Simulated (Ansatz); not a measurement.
# InAs: the cost of one run

Computed with Ansatz 0.2.0 (plane waves, PAW, unless a step's input says otherwise).

2 further runs of the same task are left out: 2 that didn't finish. Runs told in other sessions of the task aren't counted.

## 1. Starting point

Symmetry: F-43m, No. 216, cubic system. The conventional cell has a = 6.109 Å, b = 6.109 Å, c = 6.109 Å, α = 90.00°, β = 90.00°, γ = 90.00°. In (site symmetry -43m) has 4 As at 2.65 Å in its first shell of neighbours. Around As (site symmetry -43m) lie 4 In at 2.65 Å.

Structure file:

```
CELL_PARAMETERS angstrom
0.00000 3.05459 3.05459
3.05459 0.00000 3.05459
3.05459 3.05459 0.00000
ATOMIC_POSITIONS crystal
In 0.00000 0.00000 0.00000
As 0.25000 0.25000 0.25000
```

Cell and atoms come from an earlier r2SCAN relaxation. No run includes spin-orbit coupling, which matters for In.

## 2. PBE, anion s p, 6×6×6

input.yaml

```yaml
crystal:
  lattice:
    - [0.0, 3.0545904669, 3.0545904669]
    - [3.0545904669, 0.0, 3.0545904669]
    - [3.0545904669, 3.0545904669, 0.0]
  atoms:
    - { symbol: In, position: [0.0, 0.0, 0.0] }
    - { symbol: As, position: [0.25, 0.25, 0.25] }
kpoints:
  mp_grid: { grid: [6, 6, 6] }
  band_path:
    path:
      - [[0.0, 0.0, 0.0], [-0.5, -0.5, -1.497122592708e-33], [-0.375, -0.375, 0.25]]
      - [[-0.375, -1.586176707847e-17, 0.375], [0.0, 0.0, 0.0], [-1.057451138565e-17, -1.057451138565e-17, 0.5], [-0.5, -0.25, 0.25], [-0.5, -0.5, -1.497122592708e-33]]
    npoints: 10
hamiltonian:
  xc: pbe
scf:
  occupations: { method: fermi_dirac, width: 0.02 }
  n_extra_bands: 6
output:
  forces: false
  stress: false
  eigenvalues: true
  wannier:
    kmesh: [6, 6, 6]
    projections: [{ species: As, l: s, shell: 4 }, { species: As, l: p, shell: 4 }]
    minimise: true
    write_hr: true
    conv_tol: 1.0e-08
    max_iter: 3000
```

Command:

```bash
> ansatz run input.yaml --threads 4 --pin off --max-ram 3686MiB --backend cpu --events-out ev --progress --plain --runs-dir out
```

Q: Estimate wall time and peak memory on 4 threads of Arm Neoverse V2, shared host.

About 2.8 s, with a peak of 0.39 GiB.
